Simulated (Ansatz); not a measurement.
# Ta5As4: a short molecular-dynamics run

What does Ta5As4 do over 20 steps of 1.5 fs at constant energy, with velocities drawn for 600 K? The cell is a randomly packed cell of 9 atoms, taken as it stands, without a relaxation.

Program: Ansatz 0.2.0. Level of theory: DFT PBE, plane waves, PAW, scalar-relativistic, no spin polarisation. These are calculated values, not measurements.

### 1 Starting point

The cell holds 9 atoms (As4Ta5): a = 6.409 Å, b = 5.626 Å, c = 5.062 Å, α = 95.93°, β = 81.40°, γ = 106.00°.

Coordinates:

```xyz
9
Lattice="6.2733 -1.2801 0.2846 -0.4630 5.5904 0.4313 0.3685 -0.8797 4.9718" Properties=species:S:1:pos:R:3 pbc="T T T"
Ta    5.0785    1.5642    4.7876
Ta    4.5050   -1.2907    4.4765
Ta    1.6156   -0.9498    4.0285
Ta    2.7594    2.2951    3.1506
Ta    5.6498    3.4000    2.4079
As    0.9398    1.7413    0.9632
As    3.8253   -0.2378    2.1355
As    0.3569    1.2075    3.1694
As    1.7927    3.9017    1.3025
```

### 2 Dynamics

File input.yaml:

```yaml
crystal:
  lattice:
    - [6.273335, -1.280122, 0.284613]
    - [-0.462981, 5.590408, 0.431344]
    - [0.368485, -0.879658, 4.971791]
  atoms:
    - { symbol: Ta, position: [0.802998, 0.599779, 0.864947] }
    - { symbol: Ta, position: [0.67206, 0.057852, 0.856884] }
    - { symbol: Ta, position: [0.210965, 0.003949, 0.797849] }
    - { symbol: Ta, position: [0.451606, 0.601395, 0.555661] }
    - { symbol: Ta, position: [0.944785, 0.880206, 0.353853] }
    - { symbol: As, position: [0.168495, 0.373924, 0.151642] }
    - { symbol: As, position: [0.598762, 0.154648, 0.381823] }
    - { symbol: As, position: [0.04498, 0.321801, 0.606992] }
    - { symbol: As, position: [0.334768, 0.801839, 0.173246] }
kpoints:
  mp_grid: { grid: [3, 3, 3] }
magnetization:
  spin_polarized: false
scf:
  occupations: { method: fermi_dirac, width: 0.1 }
hamiltonian:
  pseudopotentials: { kind: paw }
  xc: pbe
basis:
  ecutwfc: 420
md:
  timestep: 1.5
  n_steps: 20
  ensemble: nve
  temperature: 600.0
  initial_velocities: maxwell_boltzmann
  seed: 611211
```

Command:

```
$ ansatz run input.yaml --threads 2 --pin off --max-ram 2560MiB --backend cpu --events-out ev --progress --plain --runs-dir out
```

Output (excerpt; [...] marks lines left out):

```text
Warning: md: disabling space-group detection — thermal motion breaks the input geometry's symmetry, so no spatial operation reduces the k-mesh or symmetrises the density; time reversal is kept, so that k and −k are solved as one point where they differ and the mesh holds both, and exact [...]
Warning: RAYON_NUM_THREADS=2 ignored (pool sized by the plan → 2); use --threads N
[...]
Pseudopotentials: kind: paw
Pseudopotential: Ta, paw, valence charge 13, recommended cutoff 420 eV (normal), Ta.paw.azcp
Pseudopotential: As, paw, valence charge 15, recommended cutoff 420 eV (normal), As.paw.azcp
Functional definition: PBE
[...]
Crystal: 9 atoms, lattice volume = 173.123 Å³
Basis set: ecut = 420 eV, 3397 PW (Γ), exchange–correlation on 90×80×72 points (8 copies of the dense FFT grid, shifted against one another)
Bands: 75, of which v1, the nominal top of the filled ones, is band 63 counted from 1 (62 counted from 0)
Symmetry: 1 space group operations
k-points: 14 of 27 (time reversal used)
[...]
SCF iter   1: F=—  HF=-69082.446218 eV  |F-HF|=—  |Δ(HF+E_count)|=         —  Δρ=5.69e-3  dr2=4.98e-2  ethr=1.77e-3  ⟨swp⟩=6.0  Hψ=3876  notcnv=0
[...]
md step     0: t =     0.00 fs  T =   600.0 K  F+E_penalty+E_count = -69082.43687054 eV  E_kin = 0.620448 eV  conserved = -69081.81642255 eV  (9 SCF iters)
[...]
md step     4: t =     6.00 fs  T =   609.5 K  F+E_penalty+E_count = -69082.44672069 eV  E_kin = 0.630296 eV  conserved = -69081.81642476 eV  (7 SCF iters)
[...]
md step     5: t =     7.50 fs  T =   619.4 K  F+E_penalty+E_count = -69082.45697412 eV  E_kin = 0.640541 eV  conserved = -69081.81643334 eV  (2 SCF iters)
[...]
SCF iter   3: F=-69082.470141 eV  HF=-69082.470141 eV  |F-HF|=6.98e-10  |Δ(HF+E_count)|=   3.03e-9  Δρ=4.97e-7  dr2=7.53e-10  ethr=7.20e-12  ⟨swp⟩=3.0  Hψ=3445  notcnv=0
```

### 3 The log goes on

Output, continued (excerpt; [...] marks lines left out):

```text
[...]
md step     6: t =     9.00 fs  T =   632.2 K  F+E_penalty+E_count = -69082.47014117 eV  E_kin = 0.653697 eV  conserved = -69081.81644409 eV  (3 SCF iters)
[...]
md step     9: t =    13.50 fs  T =   685.4 K  F+E_penalty+E_count = -69082.52525744 eV  E_kin = 0.708774 eV  conserved = -69081.81648303 eV  (3 SCF iters)
[...]
md step    12: t =    18.00 fs  T =   756.9 K  F+E_penalty+E_count = -69082.59925413 eV  E_kin = 0.782734 eV  conserved = -69081.81651986 eV  (2 SCF iters)
[...]
md step    15: t =    22.50 fs  T =   841.4 K  F+E_penalty+E_count = -69082.68657852 eV  E_kin = 0.870034 eV  conserved = -69081.81654475 eV  (3 SCF iters)
[...]
md step    18: t =    27.00 fs  T =   934.7 K  F+E_penalty+E_count = -69082.78315239 eV  E_kin = 0.966596 eV  conserved = -69081.81655688 eV  (2 SCF iters)
[...]
md step    20: t =    30.00 fs  T =  1000.8 K  F+E_penalty+E_count = -69082.85145937 eV  E_kin = 1.034899 eV  conserved = -69081.81656059 eV  (7 SCF iters)
SCF converged after 7 iterations
Free energy (F): -69082.851459 eV
[...]
E sigma→0 (E₀):  -69082.732474 eV
Entropy (-TS):   -0.237971 eV (-26.441 meV/atom)
Fermi energy:    15.548893 eV
[...]
--- Forces (eV/Å), atoms counted from 1 ---
  atom   1  Ta    -0.36748226     0.69008207    -0.21940086
  atom   2  Ta    -0.06234446    -1.52599702     0.47731079
  atom   3  Ta     0.22315446    -0.02835860    -1.01874989
  atom   4  Ta     1.17660914     0.00958358    -0.15725020
  atom   5  Ta    -1.30285599    -0.27518673    -0.84641897
  atom   6  As    -0.75421464    -1.07735344    -0.26999966
  atom   7  As     0.82902427     1.06988219     1.05897039
  atom   8  As     0.34105457     1.37361575     0.27224224
[...]
--- MD trajectory: 20 steps, t = 0.0 → 30.0 fs ---
  final state: T = 1000.8 K   F+E_penalty+E_count = -69082.85145937 eV   E_kin = 1.034899 eV
  conserved energy: peak-to-peak 1.442e-4 eV (1.602e-5 eV/atom) over 30.0 fs
```

Wall time 2.2 min (2 threads of Arm Neoverse V2, shared host); peak memory 0.58 GiB.

### 4 What the atoms did

Every step; energies are changes from step 0; msd is the mean square displacement from the start, the centre of mass held:

```csv
time (fs),T (K),potential energy change (meV/atom),total energy change (meV/atom),msd As (Å²),msd Ta (Å²)
0.0,600,0.0,0.00,0.000,0.000
1.5,598,0.3,0.00,0.000,0.000
3.0,599,0.2,0.00,0.000,0.000
4.5,603,-0.3,0.00,0.000,0.000
6.0,610,-1.1,0.00,0.001,0.000
7.5,619,-2.2,0.00,0.001,0.000
9.0,632,-3.7,0.00,0.001,0.001
10.5,648,-5.5,0.00,0.002,0.001
12.0,665,-7.5,-0.01,0.002,0.001
13.5,685,-9.8,-0.01,0.003,0.002
15.0,708,-12.4,-0.01,0.004,0.002
16.5,731,-15.1,-0.01,0.004,0.002
18.0,757,-18.0,-0.01,0.005,0.003
19.5,784,-21.1,-0.01,0.006,0.003
21.0,812,-24.4,-0.01,0.007,0.004
22.5,841,-27.7,-0.01,0.009,0.004
24.0,872,-31.2,-0.01,0.010,0.005
25.5,903,-34.8,-0.01,0.011,0.006
27.0,935,-38.5,-0.01,0.013,0.006
28.5,967,-42.2,-0.02,0.015,0.007
30.0,1001,-46.1,-0.02,0.017,0.008
```

time (fs), T (K) and a bar:
```
      0.0        600 
      1.5        598 
      3.0        599 
      4.5        603 
      6.0        610 #
      7.5        619 ##
      9.0        632 ###
     10.5        648 ####
     12.0        665 #####
     13.5        685 #######
     15.0        708 ########
     16.5        731 ##########
     18.0        757 ############
     19.5        784 ##############
     21.0        812 ################
     22.5        841 ##################
     24.0        872 ####################
     25.5        903 #######################
     27.0        935 #########################
     28.5        967 ############################
     30.0       1001 ##############################
```

### 5 Snapshots as a file

Positions (Å) and forces (eV/Å):

```xyz
9
Lattice="6.273 -1.280 0.285 -0.463 5.590 0.431 0.368 -0.880 4.972" Properties=species:S:1:pos:R:3:forces:R:3 pbc="T T T" time_fs=3.0 T=599 dE=0.0014
Ta    5.076    1.565    4.795   -0.425    1.122    0.291
Ta    4.516   -1.284    4.481    0.532   -1.192    0.153
Ta    1.613   -0.957    4.025   -0.147    0.061   -0.741
Ta    2.758    2.291    3.150    1.385   -0.273    0.006
Ta    5.649    3.404    2.409   -1.199   -0.283   -0.615
As    0.937    1.751    0.952   -0.839   -1.947   -1.532
As    3.817   -0.242    2.136    0.657    1.065    1.068
As    0.359    1.197    3.162    0.028   -0.013    1.127
As    1.793    3.908    1.299    0.008    1.459    0.244
9
Lattice="6.273 -1.280 0.285 -0.463 5.590 0.431 0.368 -0.880 4.972" Properties=species:S:1:pos:R:3:forces:R:3 pbc="T T T" time_fs=7.5 T=619 dE=-0.0201
Ta    5.072    1.567    4.806   -0.384    1.072    0.205
Ta    4.534   -1.276    4.489    0.426   -1.256    0.152
Ta    1.609   -0.969    4.020   -0.082    0.084   -0.759
Ta    2.757    2.286    3.148    1.346   -0.220   -0.008
Ta    5.647    3.410    2.410   -1.239   -0.351   -0.687
As    0.930    1.762    0.932   -0.872   -1.956   -1.407
As    3.805   -0.246    2.138    0.736    1.100    1.140
As    0.363    1.180    3.154    0.045    0.239    1.066
As    1.793    3.922    1.295    0.024    1.287    0.299
9
Lattice="6.273 -1.280 0.285 -0.463 5.590 0.431 0.368 -0.880 4.972" Properties=species:S:1:pos:R:3:forces:R:3 pbc="T T T" time_fs=12.0 T=665 dE=-0.0676
Ta    5.067    1.570    4.817   -0.355    1.013    0.121
Ta    4.552   -1.269    4.497    0.319   -1.318    0.177
Ta    1.605   -0.980    4.013   -0.015    0.090   -0.791
Ta    2.757    2.280    3.146    1.300   -0.170   -0.035
Ta    5.643    3.415    2.410   -1.273   -0.396   -0.753
As    0.922    1.768    0.908   -0.878   -1.874   -1.225
As    3.796   -0.247    2.144    0.797    1.126    1.186
As    0.367    1.164    3.148    0.088    0.500    0.956
As    1.793    3.938    1.292    0.017    1.029    0.366
9
Lattice="6.273 -1.280 0.285 -0.463 5.590 0.431 0.368 -0.880 4.972" Properties=species:S:1:pos:R:3:forces:R:3 pbc="T T T" time_fs=15.0 T=708 dE=-0.1112
Ta    5.064    1.572    4.824   -0.343    0.969    0.065
Ta    4.565   -1.266    4.502    0.248   -1.358    0.207
Ta    1.602   -0.988    4.008    0.029    0.085   -0.819
Ta    2.758    2.276    3.145    1.269   -0.140   -0.058
Ta    5.640    3.418    2.410   -1.290   -0.410   -0.791
As    0.914    1.769    0.891   -0.870   -1.779   -1.081
As    3.790   -0.246    2.150    0.827    1.136    1.200
As    0.370    1.155    3.146    0.127    0.673    0.862
As    1.794    3.951    1.290    0.003    0.824    0.415
9
Lattice="6.273 -1.280 0.285 -0.463 5.590 0.431 0.368 -0.880 4.972" Properties=species:S:1:pos:R:3:forces:R:3 pbc="T T T" time_fs=18.0 T=757 dE=-0.1624
Ta    5.060    1.575    4.832   -0.337    0.920    0.010
Ta    4.577   -1.263    4.508    0.178   -1.396    0.247
Ta    1.599   -0.995    4.003    0.072    0.073   -0.852
Ta    2.760    2.271    3.144    1.240   -0.111   -0.082
Ta    5.636    3.421    2.409   -1.303   -0.411   -0.822
As    0.906    1.768    0.872   -0.854   -1.661   -0.926
As    3.786   -0.244    2.157    0.847    1.141    1.201
As    0.372    1.145    3.145    0.171    0.840    0.756
As    1.794    3.965    1.289   -0.016    0.605    0.468
9
Lattice="6.273 -1.280 0.285 -0.463 5.590 0.431 0.368 -0.880 4.972" Properties=species:S:1:pos:R:3:forces:R:3 pbc="T T T" time_fs=22.5 T=841 dE=-0.2497
Ta    5.054    1.581    4.843   -0.339    0.841   -0.074
Ta    4.596   -1.259    4.516    0.079   -1.450    0.323
Ta    1.595   -1.006    3.995    0.134    0.044   -0.910
Ta    2.764    2.265    3.143    1.205   -0.068   -0.116
Ta    5.629    3.425    2.407   -1.313   -0.386   -0.851
As    0.892    1.763    0.842   -0.820   -1.453   -0.683
As    3.782   -0.238    2.170    0.859    1.133    1.175
As    0.377    1.134    3.144    0.241    1.070    0.582
As    1.794    3.986    1.288   -0.045    0.269    0.553
9
Lattice="6.273 -1.280 0.285 -0.463 5.590 0.431 0.368 -0.880 4.972" Properties=species:S:1:pos:R:3:forces:R:3 pbc="T T T" time_fs=27.0 T=935 dE=-0.3463
Ta    5.048    1.587    4.854   -0.352    0.753   -0.160
Ta    4.614   -1.257    4.525   -0.010   -1.498    0.413
Ta    1.591   -1.018    3.985    0.189    0.004   -0.974
Ta    2.769    2.258    3.141    1.182   -0.023   -0.144
Ta    5.620    3.429    2.404   -1.311   -0.330   -0.856
As    0.876    1.754    0.810   -0.781   -1.228   -0.435
As    3.779   -0.229    2.186    0.848    1.103    1.117
As    0.382    1.125    3.146    0.306    1.266    0.397
As    1.794    4.008    1.289   -0.070   -0.047    0.643
9
Lattice="6.273 -1.280 0.285 -0.463 5.590 0.431 0.368 -0.880 4.972" Properties=species:S:1:pos:R:3:forces:R:3 pbc="T T T" time_fs=30.0 T=1001 dE=-0.4146
Ta    5.044    1.592    4.861   -0.367    0.690   -0.219
Ta    4.627   -1.257    4.531   -0.062   -1.526    0.477
Ta    1.588   -1.025    3.978    0.223   -0.028   -1.019
Ta    2.773    2.254    3.140    1.177    0.010   -0.157
Ta    5.614    3.432    2.402   -1.303   -0.275   -0.846
As    0.864    1.746    0.788   -0.754   -1.077   -0.270
As    3.779   -0.222    2.198    0.829    1.070    1.059
As    0.386    1.121    3.147    0.341    1.374    0.272
As    1.794    4.023    1.290   -0.083   -0.236    0.703
```

### 6 Summary of results

```
                             quantity                           value
                               length              20 steps of 1.5 fs
     temperature, first and last step                  600 and 1001 K
             temperature, second half  mean 846 K, from 708 to 1001 K
        potential energy, second half     -28 meV/atom from the start
   largest change of the total energy                   0.02 meV/atom
mean square displacement, second half           As 0.009, Ta 0.005 Å²
```

**Reading.** The temperature starts at 600 K and averages 846 K in the second half, where it still rises, from 708 to 1001 K; the start was no minimum (force components up to 1.9 eV/Å), and the potential energy that it sheds (28 meV/atom) turns into motion. The total energy strays from its start by at most 0.02 meV/atom, under 0.1 % of the mean kinetic energy, so a step of 1.5 fs is short enough over this time. Over the second half As atoms stand 0.1 Å (root mean square) from where they began, and the farthest move is 0.2 Å. 30 fs on 9 atoms is far too short and small for converged averages.
